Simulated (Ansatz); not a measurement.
Write a Python script for Ansatz 0.2.0 through its Python package that makes a geometry optimisation of AlFH₂Se, SMILES [F][AlH][SeH]. Use: B3LYP, def2-SVP basis, multiplicity 1.

```xyz
5

F    -1.5598   -0.4048    1.4411
Al   -0.2164   -0.5945    0.3140
Se    1.2860    1.2173   -0.0978
H     0.0767   -1.9854   -0.4181
H     0.4634    1.6938   -1.2806
```

`alfh2se.py`
```python
"""Relax the AlFH2Se molecule."""

import ansatz as az
from ase import Atoms
import numpy as np

SETTINGS = {
    "basis_set": "def2-SVP",
    "functional": "b3lyp",
}


def main() -> None:
    atoms = Atoms(["F", "Al", "Se", "H", "H"], positions=[
        [-1.5598, -0.4048, 1.4411],
        [-0.2164, -0.5945, 0.314],
        [1.286, 1.2173, -0.0978],
        [0.0767, -1.9854, -0.4181],
        [0.4634, 1.6938, -1.2806],
    ])
    system = az.Crystal.molecule_from_ase(atoms)

    model = (
        system.calculation()
        .basis(gaussian=SETTINGS["basis_set"])
        .functional(SETTINGS["functional"])
    )
    symbols = [site.symbol for site in system.cartesian_sites]
    start = np.array([site.position_ang for site in system.cartesian_sites], dtype=float)
    def progress(event):
        if event["event"] == "relax_step":
            row = event["data"]
            print(f"step {row['step']:3d}  E = {row['lagrangian_ev']:.6f} eV  max force {row['allowed_force_max_ev_ang']:.4f} eV/A")


    r = model.relax(force_tolerance=0.02, max_steps=100).session().plan().execute(on_event=progress).report
    end = np.array(r["positions_ang"])

    for key in ("converged", "free_energy_ev", "reference_energy_ev", "n_frozen", "n_occupied", "n_virtual"):
        print(f"{key:22s} {r[key]}")

    print("final positions (A) and the move of each atom")
    for symbol, xyz, old in zip(symbols, end, start):
        print(f"{symbol:2s} {xyz[0]:10.5f} {xyz[1]:10.5f} {xyz[2]:10.5f}   {np.linalg.norm(xyz - old):7.4f}")
    with open("alfh2se_opt.xyz", "w") as handle:
        handle.write(f"{len(symbols)}\nrelaxed AlFH2Se\n")
        handle.writelines(f"{s:2s} {x:11.6f} {y:11.6f} {z:11.6f}\n" for s, (x, y, z) in zip(symbols, end))


if __name__ == "__main__":
    main()
```

```console
$ python alfh2se.py
step   1  E = -74687.867592 eV  max force 1.7890 eV/A
step   2  E = -74688.024120 eV  max force 0.9708 eV/A
step   3  E = -74688.058593 eV  max force 0.1391 eV/A
step   4  E = -74688.061288 eV  max force 0.0239 eV/A
step   5  E = -74688.061523 eV  max force 0.0095 eV/A
step   6  E = -74688.062917 eV  max force 0.0716 eV/A
step   7  E = -74688.067058 eV  max force 0.1444 eV/A
step   8  E = -74688.078571 eV  max force 0.2927 eV/A
step   9  E = -74688.102021 eV  max force 0.6542 eV/A
step  10  E = -74688.126094 eV  max force 1.3280 eV/A
step  11  E = -74688.255466 eV  max force 0.3825 eV/A
step  12  E = -74688.293552 eV  max force 0.0999 eV/A
step  13  E = -74688.290046 eV  max force 0.1835 eV/A
step  14  E = -74688.295096 eV  max force 0.0485 eV/A
step  15  E = -74688.295196 eV  max force 0.0058 eV/A
converged              True
free_energy_ev         -74688.29541467465
reference_energy_ev    -74688.29541467465
n_frozen               0
n_occupied             [29, 29]
n_virtual              [45, 45]
final positions (A) and the move of each atom
F    -1.16215   -0.67466    1.73789    0.5648
Al   -0.32689   -0.47777    0.30883    0.1608
Se    0.61447    1.60411   -0.04916    0.7765
H    -0.23070   -1.68870   -0.68683    0.5047
H     1.15516    1.16342   -1.35213    0.8746
```

File `alfh2se_opt.xyz` afterwards:
```text
5
relaxed AlFH2Se
F    -1.162151   -0.674660    1.737889
Al   -0.326885   -0.477774    0.308835
Se    0.614473    1.604110   -0.049163
H    -0.230697   -1.688698   -0.686833
H     1.155160    1.163423   -1.352129
```

What to keep in mind:
- Total energies depend on the basis set; only differences at equal settings carry meaning.
- The end point is the stationary point reached from this start; no frequency run checks that it is a minimum, and the basis set is modest.
- b3lyp holds the VWN-RPA fit, as in Gaussian; the form of ORCA and Turbomole is b3lyp5.
- The whole script took 34 s on 1 thread of Arm Neoverse V2 (shared host), peak memory 0.22 GiB.

(Lines on the test bed's own set-up are left out of the output.)
